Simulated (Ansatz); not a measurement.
# Al2O3: an axial (c/a) deformation path

The task here is to estimate one member of a computed series from the others.

Computed with Ansatz 0.2.0 (DFT r2SCAN, scalar-relativistic, plane waves, PAW, unless a step's input says otherwise).

2 further runs of the same task are left out: 2 set aside as unsound or not needed. Runs told in other sessions of the task aren't counted.

### Starting point

Symmetry: P-6m2, No. 187, hexagonal system. Conventional cell: a = 2.856 Å, b = 2.856 Å, c = 7.661 Å, α = 90.00°, β = 90.00°, γ = 120.00°. Around Al (site symmetry 3m) lie 6 O at 1.78 to 2.15 Å. O (site symmetry 3m) has 3 Al at 1.78 Å in its first shell of neighbours. O (site symmetry -6m2) has 6 Al at 2.15 Å in its first shell of neighbours.

Coordinates:

```
Al O
1.0
     2.85567    0.00000    0.00000
    -1.42783    2.47308    0.00000
     0.00000    0.00000    7.66129
Al O
2 3
Direct
  0.00000 0.00000 0.18094
  0.00000 0.00000 0.81906
  0.33333 0.66667 0.26801
  0.66667 0.33333 0.00000
  0.33333 0.66667 0.73199
```

It goes back to an entry of the Materials Project, which need not be the stable form.

This cell was relaxed beforehand with the same method: volume 10.82 Å³/atom, gap on the mesh 5.66 eV.

Set-up of the first run:

input.yaml

```yaml
crystal:
  lattice:
    - [2.8556683654, 0.0, 0.0]
    - [-1.4278341827, 2.4730813492, 0.0]
    - [0.0, 0.0, 7.6612881545]
  atoms:
    - { symbol: Al, position: [0.0, 0.0, 0.1809441335] }
    - { symbol: Al, position: [0.0, 0.0, 0.8190558665] }
    - { symbol: O, position: [0.3333333333, 0.6666666667, 0.2680062644] }
    - { symbol: O, position: [0.6666666667, 0.3333333333, 0.0] }
    - { symbol: O, position: [0.3333333333, 0.6666666667, 0.7319937356] }
basis:
  ecutwfc: 500
kpoints:
  mp_grid: { grid: [12, 12, 4] }
hamiltonian:
  xc: r2scan
scf:
  occupations: { method: gaussian, width: 0.05 }
output:
  forces: true
  stress: true
  eigenvalues: true
  write_density: true
  write_potential: true
  elf: true
  volumetric_format: npy
```

On the command line:

```console
$ ansatz run input.yaml --threads 1 --pin off --max-ram 2560MiB --backend cpu --events-out ev --progress --plain --runs-dir out
```

Steps of the session up to this table: Zero of the scan; At ρ = 0.850; Point ρ = 1.200; Point ρ = 0.920; At ρ = 1.100; Point ρ = 0.960; At ρ = 1.050; ρ = 0.800; ρ = 1.300.

One of the session's tables, all rows but one given; the rest of the session is left out.

Collected from the runs (energy zero: the undisturbed cell):

```
    ρ  ΔE (meV/atom)  pressure (GPa)  gap on the mesh (eV)
0.800          336.0           -10.4                  2.85
0.850              ?               ?                     ?
0.920           49.3            -4.8                  4.68
0.960           12.0            -2.5                  5.20
1.000            0.0             0.0                  5.66
1.050           17.7             3.2                  6.14
1.100           68.6             6.6                  6.15
1.200          257.5            13.8                  5.30
1.300          543.8            21.4                  3.96
```

Estimate the missing values for ρ = 0.850.

Worked estimate for «ΔE (meV/atom)». A straight line through the neighbours (0.800, 336.0) and (0.920, 49.3) gives 336.0 + (49.3 − 336.0) × (0.850 − 0.800) / (0.920 − 0.800) = 216.5; a parabola fitted to 3 rows on both sides gives 184.7.

The run gave: ΔE (meV/atom): 182.0; pressure (GPa): -8.3; gap on the mesh (eV): 3.66. In «ΔE (meV/atom)» the line misses by +34.5 and the parabola by +2.7.

To keep in mind: Layers here are held mostly by dispersion, which this level lacks, so their spacing and the stiffness across them are unreliable there.
